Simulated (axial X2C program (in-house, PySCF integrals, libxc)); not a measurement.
# AsP⁻: bond curves with and without spin–orbit coupling

What are the state, bond length, wavenumber and bond energy of AsP⁻, and what does spin–orbit coupling change?

Computed with an in-house X2C program for linear molecules on PySCF integrals. Level: all-electron X2C, As dyall-acv3z, P dyall-av3z.

All values are calculated.

## 1. Set-up

The input, task.json:

```json
{
 "zs": [
  33,
  15
 ],
 "q": -1,
 "bas": [
  "dyall-acv3z",
  "dyall-av3z"
 ],
 "levels": [
  "PBE0",
  "HF",
  "PW91"
 ],
 "cc": true,
 "r0": 2.16,
 "thr": -2.0,
 "nmax": 90,
 "npts": 10,
 "nst": 2,
 "ntry": 6
}
```

Keys: zs atomic numbers; q charge; bas basis sets; levels methods (HF also brings MP2); cc coupled cluster on or off; r0 starting distance in Å; thr threshold in hartree for freezing inner shells (an s shell follows its p shell); nmax most natural virtual spinors; npts points asked for on the curve; nst determinants followed; ntry starts of the search.

Started as:

```bash
> python so2c.py task.json out
```

Spin-free means the one-electron spin-free X2C Hamiltonian; two-component (2c) means X2C with spin–orbit coupling and atomic mean-field two-electron Coulomb and Gaunt terms. Basis: As dyall-acv3z contracted to [10s10p7d5f1g], P dyall-av3z contracted to [9s8p3d2f]; Gaussian nuclei, density fitting. Masses: As 74.922 u, P 30.974 u.

Notation: σ, π±, δ± give the projection m of an orbital's angular momentum (0, ±1, ±2), α and β its spin, Λ and M_S the sums; ω is the projection of a spinor's total angular momentum and Ω the sum. Logs are in hartree.

The results follow Hamiltonian by Hamiltonian and level by level.

## 2. Which state to follow

PBE0 moves the distance from 2.160 Å to 2.080 Å and compares determinants there.

Spin-free determinants:

```tsv
ΔE (eV)	state	open shells
0.00	M_S = 1/2, Λ = 1	beyond closed shells: π+α
1.46	M_S = 1/2, Λ = 0	beyond closed shells: σα
1.87	M_S = 3/2, Λ = 1	beyond closed shells: 2 × π+α, π+β, 2 × π-α
2.50	M_S = 3/2, Λ = 0	beyond closed shells: σα, π+α, π-α
2.77	M_S = 1/2, Λ = 3	beyond closed shells: 2 × π+α, 2 × π+β, π-α
2.77	M_S = 1/2, Λ = 1	beyond closed shells: π+α, 2 × π+β, 2 × π-α
3.82	M_S = 3/2, Λ = 0	beyond closed shells: σα, π+α, π+β, 2 × π-α
```

Two-component determinants:

| ΔE (eV) | state | open shells |
| --- | --- | --- |
| 0.00 | Ω = 1/2 | excess of +ω over −ω: ω = 1/2 |
| 0.09 | Ω = 3/2 | excess of +ω over −ω: ω = 3/2 |
| 1.88 | Ω = 5/2 | excess of +ω over −ω: ω = -1/2, 2 × ω = 3/2 |
| 1.96 | Ω = 1/2 | excess of +ω over −ω: 2 × ω = -1/2, ω = 3/2 |
| 2.68 | Ω = 3/2 | excess of +ω over −ω: ω = 3/2 |
| 2.78 | Ω = 7/2 | excess of +ω over −ω: ω = 1/2, 2 × ω = 3/2 |
| 2.85 | Ω = 5/2 | excess of +ω over −ω: 2 × ω = 1/2, ω = 3/2 |

## 3. PBE0, spin-free

State followed: M_S = 1/2, Λ = 1 (beyond closed shells: π+α). The scan is laid around 2.080 Å, a first estimate of the minimum, and this SCF restarts from the orbitals of the search.

Output at 2.080 Å:

```text
spin-free X2C-1e  PBE0
basis functions 181  fitting functions 997  grid points 5078
iter        total energy     max residual
   1      -2602.666557132     5.52e-06
   2      -2602.666557133     5.51e-06
converged
one-electron -3881.89828793  Coulomb 1260.78215284  exact exchange -26.36552480  xc functional -81.11889695  nuclear repulsion 125.93399971
```

Along the bond, energies from the lowest point:

```
R (Å)  E (eV)  μ (D)  HOMO (eV)  LUMO (eV)  iterations
1.810  1.2670  -1.59       1.57       2.95          14
1.893  0.5279  -1.81       1.38       2.88          14
1.955  0.2101  -1.95       1.23       2.76          14
2.018  0.0457  -2.07       1.08       2.63          14
2.080  0.0000  -2.18       0.93       2.50           2
2.153  0.0606  -2.30       0.75       2.35          14
2.226  0.2113  -2.40       0.58       2.19          15
2.319  0.4963  -2.48       0.37       1.99          15
2.434  0.9332  -2.77       0.14       1.77          17
2.600  1.6422  -2.91      -0.18       1.45          16
```

Dipoles are positive if P is the positive end and refer to the centre of mass.

Outer orbitals at the reference distance:

| symmetry | occupied | ε (eV) | atomic character |
| --- | --- | --- | --- |
| σα | yes | -12.65 | 41% As s, 34% P s, 9% P p |
| σβ | yes | -12.34 | 41% As s, 33% P s, 10% P p |
| σα | yes | -7.87 | 34% P s, 27% As s, 16% As p |
| σβ | yes | -7.23 | 34% P s, 27% As s, 16% As p |
| σα | yes | -2.30 | 43% P p, 40% As p, 6% As s |
| π+α | yes | -2.18 | 48% P p, 44% As p, 2% As d |
| σβ | yes | -2.05 | 43% P p, 38% As p, 7% P s |
| π-α | yes | -1.81 | 47% P p, 44% As p, 3% P d |
| π+β | yes | -1.45 | 45% P p, 44% As p, 4% P d |
| π-β | yes | -1.45 | 45% P p, 44% As p, 4% P d |
| π+α | yes | 0.93 | 34% As p, 31% P p, 15% As d |
| π-α | no | 2.50 | 34% As p, 30% P p, 16% As d |
| σα | no | 2.98 | 55% As p, 37% P p, 3% As s |
| π-β | no | 3.02 | 34% As p, 30% P p, 17% As d |
| π+β | no | 3.02 | 34% As p, 30% P p, 17% As d |

PBE0 fields in the half plane through the axis: z from -2.4 to 4.2 Å across, distance from the axis 0.15 to 2.25 Å upwards; As lies at z = 0 and P at z = 2.080 Å; the ELF is damped to zero where the density is low.

log10 density (e/bohr³). Ten even steps from '0' (-3.89 ) to '9' (1.40 ):
```
00011122222222222111100
00112222222222222221110
01122333333333333322210
01223334444334444333211
11233444444444444443221
12234455555555555544321
12234556765555665554322
12334568986555797554322
```

ELF. Ten even steps from ' ' (0.01 ) to '@' (0.90 ):
```
      ..::--------::........::------::..      
    ..::==++++++++==--::::--====++++==--::    
    ::==++######**++========++**####**++--..  
  ..--++##%%%%%%%%##**++++**##%%%%%%%%##++--..
  ::==**%%@@%%##********####%%@@@@@@@@%%**==..
  ::++##%%@@**--::::++##%%##**++%%@@@@@@##++::
..--++%%@@##::--**--::##%%==  ::  ##@@@@%%++::
..--**%%@@**::%%::%%..**%%..%%####::@@@@%%**--
```

Re = 2.077 Å, ωe = 541 cm⁻¹, ωexe = 1.51 cm⁻¹, Be = 0.1783 cm⁻¹, De = 4.17 eV, μ = -2.18 D.

## 4. HF, spin-free

Output at 2.080 Å:

```text
spin-free X2C-1e  HF
basis functions 181  fitting functions 997  grid points 5078
iter        total energy     max residual
   1      -2600.644234582     2.27e-01
   2      -2600.668691153     6.86e-03
   3      -2600.669563950     4.40e-03
   4      -2600.669774529     1.05e-03
   5      -2600.669848319     5.07e-04
   6      -2600.669873811     5.79e-04
   7      -2600.669885774     4.81e-04
   8      -2600.669897666     5.64e-04
   9      -2600.669887778     5.25e-04
  10      -2600.669844857     2.49e-04
  11      -2600.669830421     4.45e-05
  12      -2600.669830226     1.48e-05
  13      -2600.669830243     7.68e-06
  14      -2600.669830247     3.03e-06
  15      -2600.669830248     1.17e-06
converged
one-electron -3881.59132685  Coulomb 1260.55735397  exact exchange -105.56985708  xc functional 0.00000000  nuclear repulsion 125.93399971
```

Re = 2.054 Å, ωe = 588 cm⁻¹, ωexe = 1.31 cm⁻¹, Be = 0.1824 cm⁻¹, De = 1.54 eV, μ = -2.16 D.

## 5. PW91, spin-free

The SCF at the reference distance of 2.080 Å:

```text
spin-free X2C-1e  PW91
basis functions 181  fitting functions 997  grid points 5078
iter        total energy     max residual
   1      -2603.259055399     7.25e-02
   2      -2603.263669512     3.84e-03
   3      -2603.263118159     7.16e-03
   4      -2603.263205745     5.15e-03
   5      -2603.263675939     2.33e-03
   6      -2603.263813075     2.15e-04
   7      -2603.263814620     3.65e-05
   8      -2603.263814673     8.82e-06
   9      -2603.263814676     5.57e-06
  10      -2603.263814677     7.54e-07
converged
one-electron -3881.74007986  Coulomb 1260.60268982  exact exchange 0.00000000  xc functional -108.06042435  nuclear repulsion 125.93399971
```

Re = 2.104 Å, ωe = 504 cm⁻¹, ωexe = 1.5 cm⁻¹, Be = 0.1737 cm⁻¹, De = 4.54 eV, μ = -2.17 D.

## 6. MP2 and beyond, spin-free

Correlated methods: 11 electrons correlated (frozen shells, counted by type: As 3 s, 2 p, 1 d; P 2 s, 1 p), 265 virtual spinors in MP2, 90 natural virtuals in coupled cluster.

Output of the correlated part at 2.080 Å:

```text
correlated 11  virtual 265  natural virtual 90  E(MP2) -0.284090641  MP2 remainder -0.011307042
iter   CCSD correlation   residual
   1     -0.278253639   1.54e-01
   2     -0.287988133   5.79e-02
   3     -0.290349925   2.23e-02
   4     -0.290485219   6.57e-03
   5     -0.290498264   1.87e-03
   6     -0.290492141   7.51e-04
   7     -0.290491903   3.84e-04
   8     -0.290495330   2.44e-04
   9     -0.290492532   1.38e-04
  10     -0.290493879   5.14e-05
  11     -0.290493163   2.03e-05
  12     -0.290493471   1.04e-05
  13     -0.290493373   5.67e-06
  14     -0.290493354   3.13e-06
(T) -0.020286835  T1 0.0244  D1 0.0393  max T2 0.110
```

T1 in the output is the amplitude norm over the root of the electron number; divide by √2 for the Lee–Taylor value.

MP2: Re = 2.113 Å, ωe = 496 cm⁻¹, Be = 0.1723 cm⁻¹, De = 4.20 eV.

CCSD: Re = 2.094 Å, ωe = 530 cm⁻¹, ωexe = 1.51 cm⁻¹, Be = 0.1754 cm⁻¹, De = 3.73 eV. T1 at Re = 0.017 (Lee–Taylor, the printed value over √2).

CCSD(T): Re = 2.111 Å, ωe = 506 cm⁻¹, ωexe = 1.64 cm⁻¹, Be = 0.1726 cm⁻¹, De = 4.04 eV. T1 at Re = 0.018 (Lee–Taylor, the printed value over √2).

## 7. A higher determinant, spin-free

State: M_S = 1/2, Λ = 0 (beyond closed shells: σα).

Output at the reference distance:

```text
spin-free X2C-1e  PBE0
basis functions 181  fitting functions 997  grid points 5078
iter        total energy     max residual
   1      -2602.612859633     1.19e-05
   2      -2602.612859646     1.89e-05
   3      -2602.612859652     9.96e-06
   4      -2602.612859667     8.97e-06
   5      -2602.612859716     5.10e-06
   6      -2602.612859728     1.78e-06
   7      -2602.612859731     5.80e-07
   8      -2602.612859731     2.40e-07
converged
one-electron -3875.94674312  Coulomb 1254.72844920  exact exchange -26.32569534  xc functional -81.00287019  nuclear repulsion 125.93399971
```

```
R (Å)  E above the lowest PBE0 point (eV)
1.810                               2.097
1.893                               1.562
1.955                               1.393
2.018                               1.372
2.080                               1.461
2.153                               1.666
2.226                               1.942
2.319                               2.352
2.434                               2.867
```

Re = 1.996 Å, ωe = 623 cm⁻¹, ωexe = 1.96 cm⁻¹, Be = 0.193 cm⁻¹, μ = -2.20 D. Te = 1.36 eV.

## 8. The spin-free curves together

Energy (eV) of the followed determinant, spin-free, from each level's lowest point:

```
R (Å)   PBE0     HF    MP2   CCSD  CCSD(T)   PW91
1.810  1.267  1.171  1.478    n/a      n/a  1.398
1.893  0.528  0.442  0.677  0.619    0.681  0.626
1.955  0.210    n/a    n/a    n/a      n/a  0.279
2.018  0.046  0.010  0.093  0.072    0.094  0.081
2.080  0.000  0.000  0.000  0.000    0.000  0.000
2.153  0.061  0.111  0.004  0.034    0.006  0.016
2.226  0.211  0.319  0.094  0.161    0.104  0.120
2.319  0.496  0.686  0.294  0.418    0.320  0.343
2.434  0.933  1.229  0.610    n/a      n/a  0.700
2.600  1.642  2.108  1.110    n/a      n/a  1.295
```

## 9. PBE0, 2c

State followed: Ω = 1/2 (excess of +ω over −ω: ω = 1/2). The scan is laid around 2.080 Å, a first estimate of the minimum, and this SCF restarts from the orbitals of the search.

The SCF at the reference distance of 2.080 Å:

```text
two-component X2C + atomic mean field  PBE0
basis functions 181  fitting functions 997  grid points 5078
iter        total energy     max residual
   1      -2601.877270153     1.43e-05
   2      -2601.877270159     2.06e-05
   3      -2601.877270166     9.65e-06
   4      -2601.877270172     5.89e-06
   5      -2601.877270175     3.51e-06
   6      -2601.877270176     1.65e-06
converged
one-electron -3879.88334695  Coulomb 1260.37072517  exact exchange -26.35610846  xc functional -81.08998213  nuclear repulsion 125.93399971  atomic mean-field constant -0.85255751
```

Along the bond, energies from the lowest point:

```
R (Å)  E (eV)  μ (D)  HOMO (eV)  LUMO (eV)  iterations
1.810  1.2756  -1.66       1.55       3.06          14
1.893  0.5337  -1.87       1.35       2.92          14
1.955  0.2140  -2.01       1.20       2.81          14
2.018  0.0476  -2.12       1.04       2.68          14
2.080  0.0000  -2.23       0.89       2.55           6
2.153  0.0583  -2.34       0.71       2.40          14
2.226  0.2066  -2.42       0.54       2.24          14
2.319  0.4868  -2.46       0.34       2.06          16
2.434  0.8937  -2.30       0.17       1.97          18
2.600  1.4866  -2.01       0.06       1.96          15
```

Dipoles are positive if P is the positive end and refer to the centre of mass.

Outer spinors at the reference distance:

```tsv
ω	occupied	ε (eV)	atomic character	λ mixture
-1/2	yes	-12.64	41% As s, 34% P s, 9% P p	100% σ
1/2	yes	-12.33	41% As s, 32% P s, 10% P p	100% σ
-1/2	yes	-7.86	34% P s, 27% As s, 16% As p	100% σ
1/2	yes	-7.21	34% P s, 27% As s, 17% As p	100% σ
-1/2	yes	-2.28	43% P p, 40% As p, 6% As s	100% σ
1/2	yes	-2.23	46% P p, 44% As p, 2% P d	93% π, 7% σ
1/2	yes	-2.02	44% P p, 38% As p, 7% P s	93% σ, 7% π
-3/2	yes	-1.75	48% P p, 43% As p, 3% As d	100% π
-1/2	yes	-1.48	46% As p, 44% P p, 4% P d	100% π
3/2	yes	-1.39	46% P p, 44% As p, 4% P d	100% π
1/2	yes	0.89	34% As p, 31% P p, 15% As d	100% π
-3/2	no	2.55	35% As p, 28% P p, 16% As d	100% π
-1/2	no	3.00	32% As p, 32% P p, 17% As d	100% π
-1/2	no	3.06	58% As p, 36% P p	100% σ
3/2	no	3.06	34% As p, 29% P p, 17% As d	100% π
```

PBE0 fields in the half plane through the axis: z from -2.4 to 4.2 Å across, distance from the axis 0.15 to 2.25 Å upwards; As lies at z = 0 and P at z = 2.080 Å; the ELF is damped to zero where the density is low.

log10 density (e/bohr³). Ten even steps from '0' (-3.90 ) to '9' (1.40 ):
```
00011122222222222111100
00112222222222222221110
01122333333333333322211
01223334444334444333211
11233444444444444443221
12234455555555555544321
12234556765555665554322
12334568986555797554322
```

ELF. Ten even steps from '0' (0.01 ) to '9' (0.90 ):
```
00012333321111233321000
00124555543223455543200
00245777654444567765310
01357888776556788887531
02468987666677899998641
02578863225787658999752
13589723632784020799852
13689628281681877299863
```

Re = 2.079 Å, ωe = 539 cm⁻¹, Be = 0.178 cm⁻¹, De = 4.21 eV, μ = -2.23 D.

## 10. HF, 2c

Output at 2.080 Å:

```text
two-component X2C + atomic mean field  HF
basis functions 181  fitting functions 997  grid points 5078
iter        total energy     max residual
   1      -2599.855613429     2.28e-01
   2      -2599.880061809     6.89e-03
   3      -2599.880964276     4.38e-03
   4      -2599.881195059     1.31e-03
   5      -2599.881307292     9.83e-04
   6      -2599.881390506     1.36e-03
   7      -2599.881442027     1.33e-03
   8      -2599.881393008     1.23e-03
   9      -2599.881136940     6.86e-04
  10      -2599.881048732     2.90e-04
  11      -2599.881043088     1.61e-04
  12      -2599.881044082     1.11e-04
  13      -2599.881045128     7.86e-05
  14      -2599.881045834     3.62e-05
  15      -2599.881045957     2.00e-05
  16      -2599.881045999     1.04e-05
  17      -2599.881046013     5.98e-06
  18      -2599.881046018     2.36e-06
  19      -2599.881046019     1.74e-06
converged
one-electron -3879.56849438  Coulomb 1260.13818372  exact exchange -105.53217756  xc functional 0.00000000  nuclear repulsion 125.93399971  atomic mean-field constant -0.85255751
```

On the way the iterations pass 0.011 eV below the final energy, so this may not be the lowest solution of its occupation.

Re = 2.056 Å, ωe = 583 cm⁻¹, Be = 0.1821 cm⁻¹, De = 1.56 eV, μ = -2.27 D.

## 11. PW91, 2c

Output at 2.080 Å:

```text
two-component X2C + atomic mean field  PW91
basis functions 181  fitting functions 997  grid points 5078
iter        total energy     max residual
   1      -2602.469260342     7.27e-02
   2      -2602.473871817     3.83e-03
   3      -2602.473393303     7.10e-03
   4      -2602.473476326     4.86e-03
   5      -2602.473861655     2.43e-03
   6      -2602.474013398     2.12e-04
   7      -2602.474014863     4.03e-05
   8      -2602.474014935     1.16e-05
   9      -2602.474014944     1.07e-05
  10      -2602.474014948     1.69e-06
  11      -2602.474014948     4.40e-07
converged
one-electron -3879.72684258  Coulomb 1260.19300343  exact exchange 0.00000000  xc functional -108.02161799  nuclear repulsion 125.93399971  atomic mean-field constant -0.85255751
```

Re = 2.106 Å, ωe = 503 cm⁻¹, ωexe = 1.5 cm⁻¹, Be = 0.1735 cm⁻¹, De = 4.57 eV, μ = -2.23 D.

## 12. Correlated methods, 2c

Correlated methods: 11 electrons correlated (frozen shells, counted by type: As 3 s, 2 p, 1 d; P 2 s, 1 p), 265 virtual spinors in MP2, 90 natural virtuals in coupled cluster.

Output of the correlated part at 2.080 Å:

```text
correlated 11  virtual 265  natural virtual 90  E(MP2) -0.283485819  MP2 remainder -0.011283759
iter   CCSD correlation   residual
   1     -0.277915557   1.54e-01
   2     -0.287618552   5.80e-02
   3     -0.289994983   2.28e-02
   4     -0.290151865   7.62e-03
   5     -0.290178574   3.19e-03
   6     -0.290180225   1.96e-03
   7     -0.290190689   1.09e-03
   8     -0.290201163   4.67e-04
   9     -0.290196285   1.80e-04
  10     -0.290198235   8.57e-05
  11     -0.290197075   4.84e-05
  12     -0.290197890   2.67e-05
  13     -0.290197652   1.16e-05
  14     -0.290197642   4.49e-06
(T) -0.020226559  T1 0.0272  D1 0.0447  max T2 0.110
```

MP2: No constants are quoted: the points don't follow one smooth fit.

CCSD: Re = 2.095 Å, ωe = 530 cm⁻¹, ωexe = 1.53 cm⁻¹, Be = 0.1752 cm⁻¹, De = 3.72 eV. T1 at Re = 0.019 (Lee–Taylor, the printed value over √2).

CCSD(T): Re = 2.113 Å, ωe = 506 cm⁻¹, ωexe = 1.4 cm⁻¹, Be = 0.1724 cm⁻¹, De = 4.02 eV. T1 at Re = 0.020 (Lee–Taylor, the printed value over √2).

## 13. A higher determinant, 2c

State: Ω = 3/2 (excess of +ω over −ω: ω = 3/2).

Output at the reference distance:

```text
two-component X2C + atomic mean field  PBE0
basis functions 181  fitting functions 997  grid points 5078
iter        total energy     max residual
   1      -2601.873978494     2.16e-06
   2      -2601.873978494     1.94e-06
converged
one-electron -3879.80221450  Coulomb 1260.29009901  exact exchange -26.35535139  xc functional -81.08795383  nuclear repulsion 125.93399971  atomic mean-field constant -0.85255751
```

```
R (Å)  E above the lowest PBE0 point (eV)
1.810                               1.351
1.893                               0.614
1.955                               0.298
2.018                               0.134
2.080                               0.090
2.153                               0.151
2.226                               0.302
2.319                               0.587
2.434                               1.023
```

Re = 2.077 Å, ωe = 541 cm⁻¹, ωexe = 1.48 cm⁻¹, Be = 0.1784 cm⁻¹, μ = -2.13 D. Te = 0.09 eV.

## 14. The 2c curves together

Energy (eV) of the followed determinant, 2c, from each level's lowest point:

```
R (Å)   PBE0     HF    MP2   CCSD  CCSD(T)   PW91
1.810  1.276  1.179  1.481    n/a      n/a  1.406
1.893  0.534  0.445  0.695  0.625    0.687  0.631
1.955  0.214    n/a    n/a    n/a      n/a  0.282
2.018  0.048  0.013  0.102  0.074    0.096  0.083
2.080  0.000  0.000  0.000  0.000    0.000  0.000
2.153  0.058  0.107  0.003  0.032    0.005  0.014
2.226  0.207  0.311  0.101  0.157    0.101  0.116
2.319  0.487  0.664  0.418  0.413    0.320  0.337
2.434  0.894  1.136  1.098    n/a      n/a  0.691
2.600  1.487  1.811  1.974    n/a      n/a  1.280
```

The whole job took 2.7 min on 1 thread of Arm Neoverse V1, shared host.

## 15. Constants

Lowest determinant that the search found at its distance, spin-free: M_S = 1/2, Λ = 1 (beyond closed shells: π+α).

Lowest determinant that the search found at its distance, 2c: Ω = 1/2 (excess of +ω over −ω: ω = 1/2).

| Hamiltonian | level | Re (Å) | ωe (cm⁻¹) | De (eV) | μ (D) |
| --- | --- | --- | --- | --- | --- |
| spin-free | PBE0 | 2.077 | 541 | 4.17 | -2.18 |
| spin-free | HF | 2.054 | 588 | 1.54 | -2.16 |
| spin-free | MP2 | 2.113 | 496 | 4.20 | n/a |
| spin-free | CCSD | 2.094 | 530 | 3.73 | n/a |
| spin-free | CCSD(T) | 2.111 | 506 | 4.04 | n/a |
| spin-free | PW91 | 2.104 | 504 | 4.54 | -2.17 |
| 2c | PBE0 | 2.079 | 539 | 4.21 | -2.23 |
| 2c | HF | 2.056 | 583 | 1.56 | -2.27 |
| 2c | CCSD | 2.095 | 530 | 3.72 | n/a |
| 2c | CCSD(T) | 2.113 | 506 | 4.02 | n/a |
| 2c | PW91 | 2.106 | 503 | 4.57 | -2.23 |

Dipoles are positive if P is the positive end and refer to the centre of mass. No constants: 2c MP2 (the points don't follow one smooth fit).

Time per point (s) on 1 thread of Arm Neoverse V1, shared host (2c runs; CCSD comes with the CCSD(T) run); the times are rough: PBE0 0.77, HF 1.2, CCSD(T) 6.6, PW91 0.39.

At CCSD(T), going from spin-free to two-component changes Re by +1 mÅ, ωe by 0.0 %, which is small (part of it comes from the scalar share of the two-electron terms). De moves by -0.02 eV; both De rest on single-determinant atoms, which can miss part of an open shell's spin–orbit lowering.

De refers to As + P-; at HF, spin-free, to As- + P; at MP2, spin-free, to As- + P; at CCSD, spin-free, to As- + P; at CCSD(T), spin-free, to As- + P; at HF, two-component, to As- + P; at CCSD, two-component, to As- + P; at CCSD(T), two-component, to As- + P, each in the lowest determinant found, which need not be this curve's own limit. The state is a single determinant with fixed occupations, the lowest that a limited PBE0 search found. Dissociation energies refer to the lowest single-determinant-based atoms at the same level and basis. Density functionals use the spin component along the axis (collinear). CCSD and (T) use frozen natural virtuals with an MP2 correction for the truncation. Some points did not converge and are left out.
